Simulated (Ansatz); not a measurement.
**C3H4ClSi radical: small, medium and large basis sets**

One table from this session's results is given with a row withheld; the runs are named, their logs left out.

Method: one geometry, several basis sets; program: Ansatz 0.2.0, Gaussian basis.

The runs, in order: PBE0-D4/def2-SVP; ωB97M-V/def2-SVP; PBE0-D4/def2-QZVPP; ωB97M-V/def2-QZVPP; the functionals' def2-TZVPP values are taken from earlier runs.

**The geometry**

An earlier PBE0-D4 in a triple-zeta def2 set relaxation fixed the geometry.

9 atoms, charge 0, spin multiplicity 2.

Atoms are counted from 1 here; the program's logs count them from 0.

Bond lengths: C1–C2 1.212 Å, C2–Si3 1.826 Å, Si3–C4 1.851 Å, Si3–Cl5 2.054 Å, Si3–H6 1.479 Å, C4–H7 1.093 Å, C4–H8 1.092 Å, C4–H9 1.092 Å. Angles: C1–C2–Si3 177.4°, C2–Si3–C4 110.2°, C2–Si3–Cl5 108.0°, C2–Si3–H6 108.1°, C4–Si3–Cl5 110.0°, C4–Si3–H6 112.8°, Cl5–Si3–H6 107.5°, Si3–C4–H7 109.9°, Si3–C4–H8 110.4°, Si3–C4–H9 110.5°, H7–C4–H8 108.7°, H7–C4–H9 108.6°, H8–C4–H9 108.7°.

The first run:

File in.yaml:

```yaml
crystal:
  periodic: [false, false, false]
  atoms:
    - {symbol: C, position_ang: [2.706567, -1.363582, 0.002669]}
    - {symbol: C, position_ang: [1.791478, -0.572803, -0.082278]}
    - {symbol: Si, position_ang: [0.377367, 0.581197, -0.146699]}
    - {symbol: C, position_ang: [-1.186786, -0.296413, 0.309828]}
    - {symbol: Cl, position_ang: [0.241499, 1.310621, -2.061506]}
    - {symbol: H, position_ang: [0.675087, 1.724079, 0.744325]}
    - {symbol: H, position_ang: [-1.108745, -0.693567, 1.324994]}
    - {symbol: H, position_ang: [-2.034885, 0.390227, 0.266127]}
    - {symbol: H, position_ang: [-1.372979, -1.126156, -0.374558]}
basis:
  gaussian: {orbitals: def2-SVP}
magnetization: {spin_polarized: true, initial_magnetization: 1}
hamiltonian: {xc: pbe0, dispersion: d4}
output: {orbitals: {seedname: orbitals}}
```

On the command line:

```sh
> ansatz run in.yaml --threads 4 --pin off --events-out ev --progress --plain --max-ram 10444MiB
```

Among the steps run: PBE0-D4 in def2-SVP; ωB97M-V in def2-SVP; PBE0-D4 in def2-QZVPP; ωB97M-V in def2-QZVPP.

One of the session's tables, all rows but one given; the rest of the session is left out.

It belongs to the step «Functionals by basis». 

```
functional       basis  HOMO (eV)  LUMO (eV)
   PBE0-D4    def2-SVP      -8.37      -4.72
   PBE0-D4  def2-TZVPP      -8.44      -4.87
   PBE0-D4  def2-QZVPP      -8.45      -4.89
   ωB97M-V    def2-SVP          ?          ?
   ωB97M-V  def2-TZVPP     -10.67      -3.06
   ωB97M-V  def2-QZVPP     -10.68      -3.11
```

Q: Estimate the row for ωB97M-V, def2-SVP from the others.

**Answer.** HOMO (eV): -10.56; LUMO (eV): -2.80. In the column «HOMO (eV)» it lies between ωB97M-V, def2-TZVPP (-10.67) and PBE0-D4, def2-QZVPP (-8.45).
